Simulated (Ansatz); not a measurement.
Crystal: Ge2Sb2Te5.

```
CELL_PARAMETERS angstrom
6.83914 -3.06601 0.00000
6.83914 3.06601 0.00000
-6.83098 0.00000 6.84761
ATOMIC_POSITIONS crystal
Te 0.59470 0.59470 0.38643
Te 0.79529 0.79529 0.19611
Te 0.00832 0.00832 0.00643
Te 0.20652 0.20652 0.80980
Te 0.39996 0.39996 0.59712
Sb 0.90171 0.90171 0.58787
Sb 0.11187 0.11187 0.41735
Ge 0.28429 0.28429 0.18783
Ge 0.49734 0.49734 0.01104
```

The cell comes from a database or a generator and needn't be the stable form of this composition.

| Item | Value |
| --- | --- |
| Program | Ansatz 0.2.0 |
| Task | relaxation of cell and atoms |
| Functional | revPBE |
| Potentials or basis | Ansatz PAW |
| Cutoff | 420 eV (not typed: the program's choice for these potentials) |
| k mesh | 4 × 4 × 3 |
| Occupations | fermi-dirac, width 0.05 eV |
| Spin | no spin polarisation |

At the start: volume 31.91 Å³/atom.

Problem. Where does the relaxation end?

Solution. It ends after 13 steps and the volume is 33.73 Å³/atom (+5.7 %); space group Cm (No. 8, to 0.05 Å).

The path:
```
step  energy change (eV)  largest force (eV/Å)  volume (Å³)
   1              0.0000                0.1584       287.17
   2             -0.0240                0.1637       294.62
   3             -0.0374                0.1180       295.13
   4             -0.0508                0.1395       296.50
   5             -0.0608                0.2933       298.59
   6             -0.0818                0.0966       299.48
   7             -0.0870                0.1093       300.44
   8             -0.0888                0.1070       305.33
   9             -0.0967                0.1149       305.08
  10             -0.0997                0.0292       303.70
  11             -0.1002                0.0176       303.71
  12             -0.1003                0.0070       303.57
  13             -0.1027                0.0070       303.57
```

Final structure:
```
Te Sb Ge
1.0
     7.10495   -3.08420   -0.12085
     7.10495    3.08420   -0.12085
    -7.21747    0.00000    7.04945
Te Sb Ge
5 2 2
Direct
  0.59869 0.59869 0.37361
  0.80821 0.80821 0.20844
  0.00898 0.00898 0.99587
  0.21439 0.21439 0.80505
  0.40102 0.40102 0.59346
  0.88886 0.88886 0.57731
  0.11060 0.11060 0.43411
  0.28287 0.28287 0.21418
  0.48639 0.48639 0.99797
```

Caveat: the plane-wave basis is chosen anew once the cell has moved, so the energies of steps on either side of that aren't comparable; the PAW data sets come from PBE, with cores solved anew for the run's functional, which leaves a small shift of forces and pressure.
